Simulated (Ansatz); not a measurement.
**ClH₈NSi₂Sn: ionisation energy by level of theory**

The task here is to estimate one member of a computed series from the others.

Method: unrestricted cation, the program's frozen cores in correlated methods; program: Ansatz 0.2.0, Gaussian basis.

The runs, in order: UKS PBE-D4/def2-TZVPP; UKS r2SCAN-D4/def2-TZVPP; UKS PBE0-D4/def2-TZVPP; UKS B3LYP-D4/def2-TZVPP; UKS wB97X-V/def2-TZVPP; UKS wB97M-V/def2-TZVPP; UKS B2PLYP (frozen core with filled d shells)/def2-TZVPP; UHF-CCSD(T) with filled d shells/def2-TZVPP; UHF-MP2 with filled d shells/def2-QZVPP; extrapolation to the limit; then −ε(HOMO) from the neutral's earlier runs with LDA (SPW92), PBE-D4, revPBE-D4, BLYP-D4, r2SCAN-D4, B97M-V, PBE0-D4, B3LYP-D4, r2SCANh-D4, r2SCAN0-D4, HSE06-D4, BHLYP-D4, CAM-B3LYP-D4, LC-ωPBE, ωB97X-V, ωB97M-V.

1 further run of the same task is left out (it didn't finish).

**The relaxed structure**

An earlier PBE0-D4 in a triple-zeta def2 set relaxation fixed the geometry. Sn takes the def2 core potential; no spin-orbit term is included.

13 atoms, charge 0, spin multiplicity 1.

Atoms are counted from 1 here; the program's logs count them from 0.

Bond lengths: Si1–N2 1.734 Å, Si1–H6 1.488 Å, Si1–H7 1.488 Å, Si1–H8 1.487 Å, N2–Si3 1.734 Å, N2–Sn4 2.023 Å, Si3–H9 1.488 Å, Si3–H10 1.488 Å, Si3–H11 1.487 Å, Sn4–Cl5 2.333 Å, Sn4–H12 1.697 Å, Sn4–H13 1.697 Å. Angles: N2–Si1–H6 110.2°, N2–Si1–H7 112.1°, N2–Si1–H8 108.4°, H6–Si1–H7 107.9°, H6–Si1–H8 109.5°, H7–Si1–H8 108.8°, Si1–N2–Si3 120.2°, Si1–N2–Sn4 119.6°, Si3–N2–Sn4 119.6°, N2–Si3–H9 110.2°, N2–Si3–H10 112.1°, N2–Si3–H11 108.3°, H9–Si3–H10 107.9°, H9–Si3–H11 109.5°, H10–Si3–H11 108.8°, N2–Sn4–Cl5 106.9°, N2–Sn4–H12 108.8°, N2–Sn4–H13 108.8° and more.

Geometry (Å):

```xyz
13
ClH8NSi2Sn
Si   -1.4146    0.7983    0.7524
N     0.0420    0.0482    0.1838
Si    1.5038    0.9721    0.0508
Sn   -0.0306   -1.8224   -0.5841
Cl   -0.5801   -1.6080   -2.8418
H    -1.1936    1.3944    2.0978
H    -1.8776    1.8810   -0.1568
H    -2.4741   -0.2418    0.8391
H     1.8555    1.5697    1.3673
H     1.3771    2.0793   -0.9347
H     2.5949    0.0614   -0.3874
H    -1.3056   -2.6666    0.1506
H     1.5234   -2.5003   -0.5225
```

Set-up of the first run:

The input, in.yaml:

```yaml
crystal:
  periodic: [false, false, false]
  atoms:
    - {symbol: Si, position_ang: [-1.414635, 0.798329, 0.752426]}
    - {symbol: N, position_ang: [0.042021, 0.048229, 0.183839]}
    - {symbol: Si, position_ang: [1.503762, 0.972079, 0.050794]}
    - {symbol: Sn, position_ang: [-0.030598, -1.822401, -0.584139]}
    - {symbol: Cl, position_ang: [-0.580105, -1.608043, -2.841772]}
    - {symbol: H, position_ang: [-1.193606, 1.394439, 2.097800]}
    - {symbol: H, position_ang: [-1.877574, 1.880973, -0.156822]}
    - {symbol: H, position_ang: [-2.474104, -0.241836, 0.839085]}
    - {symbol: H, position_ang: [1.855509, 1.569746, 1.367330]}
    - {symbol: H, position_ang: [1.377087, 2.079305, -0.934673]}
    - {symbol: H, position_ang: [2.594909, 0.061392, -0.387365]}
    - {symbol: H, position_ang: [-1.305647, -2.666584, 0.150597]}
    - {symbol: H, position_ang: [1.523381, -2.500328, -0.522501]}
basis:
  gaussian: {orbitals: def2-TZVPP}
total_charge: 1
magnetization: {spin_polarized: true, initial_magnetization: 1}
hamiltonian: {xc: pbe, dispersion: d4}
```

Among the steps run: Cation, UKS PBE-D4/def2-TZVPP; Cation, UKS r2SCAN-D4/def2-TZVPP; Cation, UKS PBE0-D4/def2-TZVPP; Cation, UKS B3LYP-D4/def2-TZVPP; Cation, UKS wB97X-V/def2-TZVPP; Cation, UKS wB97M-V/def2-TZVPP; Cation, UKS B2PLYP (frozen core with filled d shells)/def2-TZVPP; Cation, UHF-CCSD(T) with filled d shells/def2-TZVPP; Cation, UHF-MP2 with filled d shells/def2-QZVPP.

One of the session's tables, all rows but one given; the rest of the session is left out.

Orbital estimates, from the neutral's runs:

| functional | −ε(HOMO) (eV) |
| --- | --- |
| LDA (SPW92) | 6.60 |
| PBE-D4 | 6.51 |
| revPBE-D4 | 6.47 |
| BLYP-D4 | 6.38 |
| r2SCAN-D4 | 6.81 |
| B97M-V | 6.98 |
| PBE0-D4 | 7.79 |
| B3LYP-D4 | 7.57 |
| r2SCANh-D4 | 7.28 |
| r2SCAN0-D4 | 8.00 |
| HSE06-D4 | 7.40 |
| BHLYP-D4 | 9.00 |
| CAM-B3LYP-D4 | 9.12 |
| LC-ωPBE | 10.48 |
| ωB97X-V | ? |
| ωB97M-V | 10.04 |

**Question.** Estimate the row for ωB97X-V.

The run gave: −ε(HOMO) (eV): 10.15. In the column «−ε(HOMO) (eV)» it lies between ωB97M-V (10.04) and LC-ωPBE (10.48).
